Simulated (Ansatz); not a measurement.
Crystal: NaLaMnMoO6.

```
Na La Mn Mo O
1.0
     3.79453   -3.84926   -0.00008
     3.79453    3.84926   -0.00008
    -0.04604    0.00000    8.22029
Na La Mn Mo O
2 2 2 2 12
Direct
  0.50640 0.49360 0.75000
  0.49360 0.50640 0.25000
  0.01239 0.98761 0.75000
  0.98761 0.01239 0.25000
  0.00000 0.50000 0.50000
  0.50000 0.00000 0.00000
  0.50000 0.00000 0.50000
  0.00000 0.50000 0.00000
  0.54302 0.05203 0.73247
  0.45698 0.94797 0.26753
  0.27994 0.71875 0.54832
  0.72006 0.28125 0.45168
  0.79897 0.79494 0.49934
  0.20103 0.20506 0.50066
  0.05203 0.54302 0.23247
  0.94797 0.45698 0.76753
  0.79494 0.79897 0.99934
  0.20506 0.20103 0.00066
  0.28125 0.72006 0.95168
  0.71875 0.27994 0.04832
```

The cell was built by a generator and needn't be a form met in nature.

Base run:

- Program: Ansatz 0.2.0
- Functional: PBE
- Potentials or basis: Ansatz PAW
- Cutoff: 420 eV (not typed: the program's choice for these potentials)
- k mesh: 5 × 5 × 4
- Occupations: fermi-dirac, width 0.05 eV
- Spin: collinear spin, ferromagnetic start
- Starting moments: [0.0, 0.0, 0.0, 0.0, 4.0, 4.0, 1.0, 1.0, 0.0, 0.0, 0.0, 0.0, 0.0, 0.0, 0.0, 0.0, 0.0, 0.0, 0.0, 0.0] μB
- Hubbard terms: La f U = 6 eV, Mn d U = 6 eV, Mo d U = 6 eV

Its results: band gap on the k mesh 0.17 eV, indirect (least direct gap 0.31 eV); pressure 5.9 GPa; net moment 10.00 μB per cell; site moments Na +0.00; La +0.01; Mn +3.52; Mo +0.58; O +0.00, -0.03 μB; largest force 0.608 eV/Å.

The run is repeated on the same cell with these changes: hubbard terms from La f U = 6 eV, Mn d U = 6 eV, Mo d U = 6 eV to La f U = 2 eV, Mn d U = 2 eV, Mo d U = 2 eV. What comes out?

Band gap on the k mesh none (metal or under the smearing width); pressure 2.3 GPa; net moment 7.06 μB per cell; site moments Na -0.00; La -0.00; Mn +3.32; Mo -0.27; O +0.06, -0.00, +0.00 μB; largest force 0.311 eV/Å.

Caveats: the magnetic or orbital state may not be the lowest; only a ferromagnetic start was run, and an antiferromagnetic order may lie lower in energy; the density of states is complete only up to the lowest level of the last band computed; odd divisions of the mesh miss points on the zone boundary, where band edges often lie, so the gap on the mesh can be too wide (some runs); spin-orbit coupling is left out, which moves the levels of the heavy elements (some runs); the starting moments weren't kept (some runs).

A k mesh can miss the band edges.
